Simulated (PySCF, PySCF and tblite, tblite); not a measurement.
**C₄H₆N₂O: a path driven as a shift of bonds, and NMR exchange**

Aim: the barrier and rate of a shift of bonds in C₄H₆N₂O (`OCc1ccn[nH]1`), and what it does to NMR lines.

Programs: PySCF 2.14.0 with density-fitted response routines of our own, and tblite 0.8.0. All values are computed, except where a source is named. Atoms count from 0 throughout.

## (1) The starting structure

13 atoms, charge 0, multiplicity 1; geometry from: force field or distance geometry start.

Bonds of the start (Å): C1–C2 1.49, C1–H8 1.09, C1–H9 1.10, C2–C3 1.36, C2–N6 1.37, C3–C4 1.40, C3–H10 1.09, C4–H11 1.08, C4–N5 1.34, N5–N6 1.34, N6–H12 1.01, O0–C1 1.40, O0–H7 0.96.

## (2) GFN2-xTB relaxation, start minimum

Job settings and geometry (Å):

```
{"job": {"xc": "GFN2-xTB", "basis": "xTB", "kind": "relax"}, "charge": 0, "multiplicity": 1}
O     -2.043300     0.453900    -1.152500
C     -1.570700     0.121900     0.126600
C     -0.089200     0.024600     0.029800
C      0.802600    -0.951600     0.349800
C      2.059400    -0.426900     0.027800
N      1.964800     0.804100    -0.491500
N      0.651100     1.061900    -0.479000
H     -1.833900    -0.290200    -1.729100
H     -1.857600     0.896100     0.842600
H     -2.020300    -0.830000     0.455700
H      0.586300    -1.928900     0.786800
H      3.033600    -0.883100     0.126000
H      0.312800     1.948700    -0.827800
```

Command:

```bash
$ OMP_NUM_THREADS=1 python ens_run.py task.json out
```

This one command runs the whole study; its stages follow in the order run.

The program printed:

```text
step      E/eV     max force
  0    -585.13184    1.561
  1    -585.17766    0.842
  2    -585.19431    0.312
  3    -585.20534    0.242
  4    -585.21564    0.305
  5    -585.22421    0.237
  6    -585.22971    0.181
  7    -585.23297    0.158
  8    -585.23467    0.113
  9    -585.23550    0.061
 10    -585.23598    0.060
 11    -585.23639    0.059
 12    -585.23676    0.058
 13    -585.23697    0.034
 14    -585.23709    0.029
 15    -585.23719    0.027
 16    -585.23731    0.037
 17    -585.23741    0.029
 18    -585.23750    0.020
 19    -585.23757    0.019
 20    -585.23762    0.017
 21    -585.23768    0.020
 22    -585.23773    0.025
 23    -585.23781    0.029
 24    -585.23790    0.032
 25    -585.23799    0.027
 26    -585.23806    0.023
 27    -585.23810    0.016
 28    -585.23813    0.016
 29    -585.23816    0.018
 30    -585.23820    0.017
 31    -585.23824    0.017
 32    -585.23828    0.015
 33    -585.23830    0.012
 34    -585.23831    0.009
 35    -585.23832    0.008
 36    -585.23833    0.007
 37    -585.23834    0.008
 38    -585.23834    0.008
 39    -585.23835    0.005
 40    -585.23835    0.007
 41    -585.23836    0.010
 42    -585.23837    0.010
 43    -585.23838    0.008
 44    -585.23839    0.006
 45    -585.23840    0.007
 46    -585.23840    0.005
 47    -585.23840    0.004
 48    -585.23840    0.003
 49    -585.23840    0.004
 50    -585.23841    0.006
 51    -585.23841    0.008
 52    -585.23842    0.010
 53    -585.23843    0.010
 54    -585.23844    0.009
 55    -585.23845    0.012
 56    -585.23847    0.015
 57    -585.23850    0.021
 58    -585.23855    0.029
 59    -585.23861    0.033
 60    -585.23868    0.027
 61    -585.23872    0.017
 62    -585.23875    0.017
 63    -585.23878    0.017
 64    -585.23880    0.016
 65    -585.23882    0.013
 66    -585.23883    0.009
 67    -585.23884    0.008
 68    -585.23885    0.006
 69    -585.23885    0.007
 70    -585.23886    0.011
 71    -585.23888    0.010
 72    -585.23889    0.009
 73    -585.23890    0.006
 74    -585.23890    0.005
 75    -585.23891    0.005
 76    -585.23891    0.004
 77    -585.23891    0.002
```

Wall time 0.4 s (1 thread of Arm Neoverse V1, shared host).

Gain 0.107 eV; displacement 0.09 Å root mean square.

## (3) Relaxed scan, to the middle

Job settings and geometry (Å):

```
{"job": {"xc": "GFN2-xTB", "basis": "xTB", "coordinate": [["d", [12, 6], 1], ["d", [12, 5], -1]], "kind": "drive"}, "charge": 0, "multiplicity": 1}
O     -2.142144     0.520354    -1.108905
C     -1.560872     0.090492     0.104824
C     -0.071226     0.018551     0.027064
C      0.834755    -0.950841     0.401099
C      2.086241    -0.423255     0.049786
N      1.961604     0.766868    -0.502101
N      0.658848     1.023942    -0.507145
H     -1.933389    -0.118562    -1.799786
H     -1.866692     0.835469     0.847443
H     -1.956772    -0.886649     0.411856
H      0.627573    -1.894213     0.862385
H      3.054186    -0.865358     0.174149
H      0.303498     1.883689    -0.895572
```

The program printed:

```text
point  coordinate     E/eV
  0     -0.917     -585.16991
  1     -0.798     -584.96558
  2     -0.668     -584.61755
  3     -0.508     -584.09467
  4     -0.278     -583.45005
  5     -0.006     -583.15094
```

Wall time 0.76 s (1 thread of Arm Neoverse V1, shared host).

The highest point is number 5, 46.6 kcal/mol above the first.

## (4) Relaxed scan, from the middle, back

Job settings and geometry (Å):

```
{"job": {"xc": "GFN2-xTB", "basis": "xTB", "coordinate": [["d", [12, 6], 1], ["d", [12, 5], -1]], "kind": "drive"}, "charge": 0, "multiplicity": 1}
O     -2.271230     0.378949    -1.075522
C     -1.641834     0.055352     0.145922
C     -0.147888     0.120106     0.068628
C      0.783652    -0.895019     0.282831
C      2.018274    -0.321815     0.013382
N      1.873175     0.967522    -0.285566
N      0.488707     1.253544    -0.243994
H     -1.963287    -0.222172    -1.762969
H     -2.006589     0.798295     0.859829
H     -1.940183    -0.947469     0.485740
H      0.591207    -1.891074     0.627927
H      2.994421    -0.765582     0.039936
H      1.227508     1.489510    -1.142743
```

The program printed:

```text
point  coordinate     E/eV
  0     -0.219     -583.33973
  1     -0.409     -583.78915
  2     -0.557     -584.25975
  3     -0.670     -584.62516
  4     -0.768     -584.89569
  5     -0.859     -585.08632
  6     -0.946     -585.20062
  7     -1.028     -585.23792
```

It took 0.85 s on 1 thread of Arm Neoverse V1, shared host.

## (5) Relaxed scan, from the middle, on

job is that of step 4.

The program printed:

```text
point  coordinate     E/eV
  0      0.190     -583.26477
  1      0.390     -583.67850
  2      0.548     -584.16573
  3      0.662     -584.53395
  4      0.761     -584.80329
  5      0.853     -584.99207
  6      0.941     -585.10266
  7      1.026     -585.13380
```

It took 0.77 s on 1 thread of Arm Neoverse V1, shared host.

## (6) Nudged elastic band, leg 1

Job settings and geometry (Å):

```
{"job": {"xc": "GFN2-xTB", "basis": "xTB", "kind": "neb"}, "charge": 0, "multiplicity": 1}
O     -2.137337     0.532440    -1.116205
C     -1.560309     0.090284     0.095045
C     -0.070368     0.017328     0.021052
C      0.834312    -0.954490     0.391989
C      2.086913    -0.426226     0.045492
N      1.964131     0.766649    -0.500820
N      0.661542     1.024570    -0.507117
H     -1.928772    -0.100892    -1.812203
H     -1.867648     0.828345     0.843793
H     -1.958668    -0.889008     0.391598
H      0.626193    -1.899999     0.848368
H      3.054379    -0.869668     0.169610
H      0.307208     1.886489    -0.891585
```

The program printed:

```text
image   E - E0 / eV
  0       0.0000
  1       0.4629
  2       2.0818
  3       0.2985
  4       0.0929
  5       0.0367
  6      -0.0110
```

It took 4.8 s on 1 thread of Arm Neoverse V1, shared host; peak memory 0.19 GiB.

The highest point is number 2, 48.0 kcal/mol above the first.

## (7) Saddle search, leg 1

Job settings and geometry (Å):

```
{"job": {"xc": "GFN2-xTB", "basis": "xTB", "kind": "saddle"}, "charge": 0, "multiplicity": 1}
O     -2.263201     0.319872    -0.937390
C     -1.644096     0.081715     0.309346
C     -0.150421     0.132914     0.226465
C      0.767653    -0.904408     0.394194
C      2.008128    -0.340208     0.140767
N      1.879982     0.964092    -0.102358
N      0.500171     1.265983    -0.048273
H     -1.942803    -0.325672    -1.577257
H     -2.009154     0.873056     0.968219
H     -1.950440    -0.893279     0.716051
H      0.563375    -1.910049     0.701373
H      2.979199    -0.794493     0.144094
H      1.261607     1.530478    -0.935230
```

The program printed:

```text
step      E/eV     max force
  0    -583.15714   0.0625
  1    -583.16322   0.0991
  2    -583.16906   0.1428
  3    -583.17510   0.2489
  4    -583.17278   0.0326
  5    -583.17618   0.1099
  6    -583.17423   0.0149
  7    -583.17632   0.0212
  8    -583.17839   0.0236
  9    -583.18042   0.0236
 10    -583.18316   0.0335
 11    -583.18583   0.0227
 12    -583.18918   0.0566
 13    -583.18726   0.0127
 14    -583.18917   0.0225
 15    -583.19100   0.0233
 16    -583.19274   0.0148
 17    -583.19494   0.0352
 18    -583.19367   0.0106
 19    -583.19490   0.0152
 20    -583.19607   0.0159
 21    -583.19718   0.0103
 22    -583.19858   0.0224
 23    -583.19985   0.0239
 24    -583.20099   0.0233
 25    -583.20230   0.0366
 26    -583.20342   0.0221
 27    -583.20421   0.0691
 28    -583.20393   0.0077
 29    -583.20444   0.0228
 30    -583.20417   0.0055
 31    -583.20445   0.0047
 32    -583.20476   0.0141
 33    -583.20498   0.0154
 34    -583.20512   0.0158
 35    -583.20518   0.0097
 36    -583.20520   0.0017
lowest wavenumbers (cm-1): -1577.2 38.6 163.6 259.2 354.7 414.5
```

Wall time 4.8 s (1 thread of Arm Neoverse V1, shared host); peak memory 0.19 GiB.

Point group C1; 1 imaginary mode, 1577i cm⁻¹, carried by H12. It was not shown to link both ends.

## (8) Saddle search, leg 1

Job settings and geometry (Å):

```
{"job": {"xc": "GFN2-xTB", "basis": "xTB", "kind": "saddle"}, "charge": 0, "multiplicity": 1}
O     -2.271686     0.377399    -0.922706
C     -1.642290     0.053803     0.298738
C     -0.148344     0.118556     0.221444
C      0.783196    -0.896569     0.435646
C      2.017817    -0.323365     0.166197
N      1.872719     0.965972    -0.132751
N      0.488250     1.251994    -0.091178
H     -1.963743    -0.223722    -1.610154
H     -2.007046     0.796745     1.012644
H     -1.940639    -0.949019     0.638555
H      0.590751    -1.892624     0.780742
H      2.993965    -0.767132     0.192751
H      1.227052     1.487960    -0.989927
```

The program printed:

```text
step      E/eV     max force
  0    -583.15094   0.1428
  1    -583.15580   0.0867
  2    -583.16128   0.1667
  3    -583.15865   0.0202
  4    -583.16224   0.0554
  5    -583.16012   0.0214
  6    -583.16159   0.0153
  7    -583.16369   0.0233
  8    -583.16581   0.0246
  9    -583.16795   0.0246
 10    -583.17093   0.0357
 11    -583.17394   0.0247
 12    -583.17791   0.0604
 13    -583.17561   0.0150
 14    -583.17788   0.0249
 15    -583.18011   0.0266
 16    -583.18231   0.0173
 17    -583.18520   0.0381
 18    -583.18350   0.0136
 19    -583.18513   0.0175
 20    -583.18672   0.0182
 21    -583.18826   0.0128
 22    -583.19029   0.0257
 23    -583.19222   0.0270
 24    -583.19403   0.0262
 25    -583.19630   0.0391
 26    -583.19841   0.0241
 27    -583.20055   0.0718
 28    -583.19946   0.0099
 29    -583.20073   0.0250
 30    -583.20184   0.0272
 31    -583.20282   0.0145
 32    -583.20377   0.0439
 33    -583.20329   0.0062
 34    -583.20383   0.0146
 35    -583.20428   0.0158
 36    -583.20465   0.0088
 37    -583.20496   0.0260
 38    -583.20481   0.0030
lowest wavenumbers (cm-1): -1577.6 42.7 159.8 262.0 358.2 411.3
```

It took 5.7 s on 1 thread of Arm Neoverse V1, shared host; peak memory 0.19 GiB.

Point group C1; 1 imaginary mode, 1578i cm⁻¹, carried by H12. It was not shown to link both ends.

## (9) DFT refinement, start: B3LYP-D3(BJ)/def2-SVP

Job settings and geometry (Å):

```
{"job": {"xc": "B3LYP", "basis": "def2-SVP", "kind": "refine"}, "charge": 0, "multiplicity": 1}
O     -2.142144     0.520354    -1.108905
C     -1.560872     0.090492     0.104824
C     -0.071226     0.018551     0.027064
C      0.834755    -0.950841     0.401099
C      2.086241    -0.423255     0.049786
N      1.961604     0.766868    -0.502101
N      0.658848     1.023942    -0.507145
H     -1.933389    -0.118562    -1.799786
H     -1.866692     0.835469     0.847443
H     -1.956772    -0.886649     0.411856
H      0.627573    -1.894213     0.862385
H      3.054186    -0.865358     0.174149
H      0.303498     1.883689    -0.895572
```

The program printed:

```text
step      E/eV     max force
  0     -9265.42246   1.2174
  1     -9265.47094   0.1430
  2     -9265.47125   0.2224
  3     -9265.46942   0.3101
  4     -9265.47322   0.0570
  5     -9265.47361   0.0312
  6     -9265.47376   0.0253
  7     -9265.47382   0.0110
```

Run time: 78 s. Hardware: 1 thread of Arm Neoverse V1, shared host; peak memory 0.56 GiB.

Gain 0.051 eV; displacement 0.12 Å root mean square.

DFT refinement, saddle of leg 1: B3LYP-D3(BJ)/def2-SVP:

Job settings and geometry (Å):

```
{"job": {"xc": "B3LYP", "basis": "def2-SVP", "kind": "refine"}, "charge": 0, "multiplicity": 1}
O     -2.227486    -0.310154    -0.930818
C     -1.644317     0.249006     0.224549
C     -0.149088     0.212231     0.195001
C      0.693619    -0.881573    -0.004483
C      1.978630    -0.360966     0.016393
N      1.945714     0.943954     0.279681
N      0.581591     1.312650     0.390549
H     -1.925488    -1.220723    -1.022816
H     -1.979125     1.287213     0.264470
H     -2.003395    -0.270101     1.127451
H      0.416258    -1.911626    -0.110224
H      2.916418    -0.864893    -0.113235
H      1.396668     1.814982    -0.316518
```

The program printed:

```text
step      E/eV     max force
  0     -9263.00560   1.4960
  1     -9263.10564   0.3895
  2     -9263.11187   0.0866
  3     -9263.11266   0.0415
  4     -9263.11464   0.0962
  5     -9263.11413   0.0328
  6     -9263.11626   0.0671
  7     -9263.11504   0.0137
```

Wall time 79 s (1 thread of Arm Neoverse V1, shared host); peak memory 0.56 GiB.

Relaxing gained 0.109 eV and moved the atoms by 0.09 Å on average (rms).

DFT refinement, end: B3LYP-D3(BJ)/def2-SVP:

Job settings and geometry (Å):

```
{"job": {"xc": "B3LYP", "basis": "def2-SVP", "kind": "refine"}, "charge": 0, "multiplicity": 1}
O     -2.430328     0.315047    -1.020213
C     -1.711177    -0.279393     0.029613
C     -0.237190    -0.076484    -0.092718
C      0.804223    -0.798878     0.520786
C      1.955589    -0.184597     0.093559
N      1.577062     0.826447    -0.713514
N      0.254032     0.903765    -0.833430
H     -1.923060     1.083446    -1.311004
H     -2.045666     0.133978     0.998459
H     -1.947298    -1.348736     0.024732
H      0.711212    -1.641552     1.173258
H      2.986338    -0.390988     0.299108
H      2.162292     1.480191    -1.208057
```

The program printed:

```text
step      E/eV     max force
  0     -9265.42733   0.9983
  1     -9265.46948   0.3858
  2     -9265.46595   0.5606
  3     -9265.47415   0.0774
  4     -9265.47513   0.1425
  5     -9265.47541   0.0827
  6     -9265.47561   0.0574
  7     -9265.47548   0.0954
  8     -9265.47579   0.0204
  9     -9265.47582   0.0249
 10     -9265.47587   0.0144
```

Wall time 1.8 min (1 thread of Arm Neoverse V1, shared host); peak memory 0.6 GiB.

The energy fell by 0.049 eV, and the atoms moved 0.08 Å (root mean square).

## (10) Shieldings, start: BHandHLYP/pcSseg-1 in dichloromethane

Job settings and geometry (Å):

```
{"job": {"kind": "nmr", "xc": "BHandHLYP", "basis": "pcSseg-1", "solvent": "dichloromethane", "pop": false}, "charge": 0, "multiplicity": 1}
O     -2.137203     0.663214    -1.052060
C     -1.571731     0.061009     0.098416
C     -0.078117    -0.022083     0.013280
C      0.853944    -0.949233     0.457515
C      2.107358    -0.405156     0.075596
N      1.966534     0.755159    -0.560244
N      0.643814     0.968959    -0.578585
H     -1.947817     0.091129    -1.808636
H     -1.872492     0.702571     0.944583
H     -1.981970    -0.945972     0.302548
H      0.654169    -1.880546     0.982260
H      3.102289    -0.820419     0.234381
H      0.256834     1.781854    -1.043956
```

The program printed:

```text
coarse grid: 11280 points
cycle   1  E = -340.3830117413  dE =  1.449e+00  |g| = 6.136e-01  |ddm| = 3.326e+00
cycle   2  E = -340.3863598224  dE = -3.348e-03  |g| = 6.462e-01  |ddm| = 8.960e-01
cycle   3  E = -340.4601893397  dE = -7.383e-02  |g| = 5.617e-02  |ddm| = 4.795e-01
cycle   4  E = -340.4607910512  dE = -6.017e-04  |g| = 2.749e-02  |ddm| = 6.644e-02
cycle   5  E = -340.4609498880  dE = -1.588e-04  |g| = 8.105e-03  |ddm| = 2.649e-02
cycle   6  E = -340.4609653538  dE = -1.547e-05  |g| = 1.968e-03  |ddm| = 8.602e-03
cycle   7  E = -340.4609662245  dE = -8.707e-07  |g| = 6.068e-04  |ddm| = 1.753e-03
final grid: 110256 points
cycle   8  E = -340.5019147639  dE = -1.621e-05  |g| = 2.754e-03  |ddm| = 1.400e-02
cycle   9  E = -340.5019153864  dE = -6.226e-07  |g| = 2.391e-03  |ddm| = 4.354e-03
cycle  10  E = -340.5019165673  dE = -1.181e-06  |g| = 3.932e-04  |ddm| = 1.784e-03
cycle  11  E = -340.5019166009  dE = -3.362e-08  |g| = 1.799e-04  |ddm| = 4.078e-04
cycle  12  E = -340.5019166088  dE = -7.960e-09  |g| = 3.426e-05  |ddm| = 1.591e-04
cycle  13  E = -340.5019166091  dE = -2.951e-10  |g| = 1.846e-05  |ddm| = 4.568e-05
converged SCF energy = -340.5019166091

GIAO shielding tensors (ppm)
atom      isotropic    diamagn.    paramagn.     s11        s22        s33       span
  0 O      308.074     389.885     -81.811    267.880    310.808    345.534     77.654
  1 C      124.630     239.034    -114.404    101.204    112.960    159.724     58.520
  2 C       29.114     256.653    -227.539    -45.905      1.787    131.461    177.366
  3 C       75.964     254.729    -178.766      0.848     68.476    158.567    157.718
  4 C       34.287     251.522    -217.235    -62.335     33.379    131.815    194.150
  5 N      -78.241     324.862    -403.103   -323.340   -100.425    189.043    512.383
  6 N       34.273     326.780    -292.507    -90.000     54.639    138.181    228.181
  7 H       30.019      31.267      -1.248     22.216     26.585     41.257     19.040
  8 H       26.561      27.241      -0.679     22.653     25.998     31.031      8.378
  9 H       26.463      28.365      -1.901     20.887     26.917     31.586     10.699
 10 H       25.079      31.671      -6.592     22.476     25.599     27.162      4.685
 11 H       23.725      28.844      -5.119     21.318     24.608     25.249      3.932
 12 H       21.398      33.441     -12.043     15.098     23.992     25.105     10.007
```

Wall time 14 s (1 thread of Arm Neoverse V1, shared host); peak memory 0.76 GiB.

This run: HOMO -8.04 eV, LUMO 1.33 eV; dipole 3.02 D.

## (11) Shieldings, saddle of leg 1: BHandHLYP/pcSseg-1 in dichloromethane

Job settings and geometry (Å):

```
{"job": {"kind": "nmr", "xc": "BHandHLYP", "basis": "pcSseg-1", "solvent": "dichloromethane", "pop": false}, "charge": 0, "multiplicity": 1}
O     -2.227016    -0.213754    -0.984541
C     -1.651969     0.227211     0.228852
C     -0.148274     0.198493     0.222154
C      0.715227    -0.896071     0.068942
C      2.000750    -0.354581     0.034413
N      1.962481     0.970649     0.270421
N      0.571595     1.326529     0.387557
H     -1.980912    -1.137850    -1.118294
H     -1.975345     1.266999     0.378885
H     -2.025224    -0.357789     1.093640
H      0.444917    -1.948784    -0.002687
H      2.956247    -0.857439    -0.116620
H      1.357524     1.776386    -0.462722
```

The program printed:

```text
coarse grid: 11280 points
cycle   1  E = -340.2950898879  dE =  1.400e+00  |g| = 6.040e-01  |ddm| = 3.322e+00
cycle   2  E = -340.3090238728  dE = -1.393e-02  |g| = 5.892e-01  |ddm| = 8.328e-01
cycle   3  E = -340.3678700232  dE = -5.885e-02  |g| = 6.374e-02  |ddm| = 4.257e-01
cycle   4  E = -340.3686287274  dE = -7.587e-04  |g| = 1.873e-02  |ddm| = 7.027e-02
cycle   5  E = -340.3686829992  dE = -5.427e-05  |g| = 1.181e-02  |ddm| = 2.372e-02
cycle   6  E = -340.3687134122  dE = -3.041e-05  |g| = 1.547e-03  |ddm| = 9.376e-03
cycle   7  E = -340.3687138960  dE = -4.838e-07  |g| = 6.640e-04  |ddm| = 1.703e-03
final grid: 110256 points
cycle   8  E = -340.4103173656  dE = -1.676e-05  |g| = 2.409e-03  |ddm| = 1.434e-02
cycle   9  E = -340.4103180348  dE = -6.691e-07  |g| = 1.902e-03  |ddm| = 3.914e-03
cycle  10  E = -340.4103187926  dE = -7.578e-07  |g| = 3.255e-04  |ddm| = 1.451e-03
cycle  11  E = -340.4103188119  dE = -1.926e-08  |g| = 1.936e-04  |ddm| = 3.674e-04
cycle  12  E = -340.4103188202  dE = -8.354e-09  |g| = 3.946e-05  |ddm| = 1.754e-04
cycle  13  E = -340.4103188206  dE = -3.837e-10  |g| = 1.716e-05  |ddm| = 4.491e-05
converged SCF energy = -340.4103188206

GIAO shielding tensors (ppm)
atom      isotropic    diamagn.    paramagn.     s11        s22        s33       span
  0 O      302.357     389.651     -87.294    256.860    302.591    347.622     90.762
  1 C      123.647     238.372    -114.725    101.811    112.412    156.718     54.907
  2 C        5.284     256.809    -251.524    -76.881    -31.706    124.440    201.321
  3 C       52.065     254.755    -202.690    -39.713     40.969    154.939    194.652
  4 C       18.710     252.134    -233.424    -79.656      5.162    130.625    210.281
  5 N      -47.484     327.340    -374.824   -227.109    -88.379    173.035    400.144
  6 N      -48.892     324.613    -373.504   -221.165    -91.824    166.314    387.478
  7 H       30.044      31.373      -1.329     20.514     27.666     41.952     21.438
  8 H       26.652      27.584      -0.932     21.876     27.003     31.077      9.202
  9 H       26.409      27.657      -1.248     23.087     25.698     30.442      7.355
 10 H       23.685      31.762      -8.077     20.816     23.545     26.694      5.879
 11 H       22.780      28.900      -6.120     20.382     23.193     24.766      4.383
 12 H       18.659      25.731      -7.072      6.774     23.447     25.755     18.980
```

It took 13 s on 1 thread of Arm Neoverse V1, shared host; peak memory 0.76 GiB.

Key values: HOMO -8.82 eV, LUMO 0.87 eV; dipole 3.70 D.

[end of part 1 of 2]
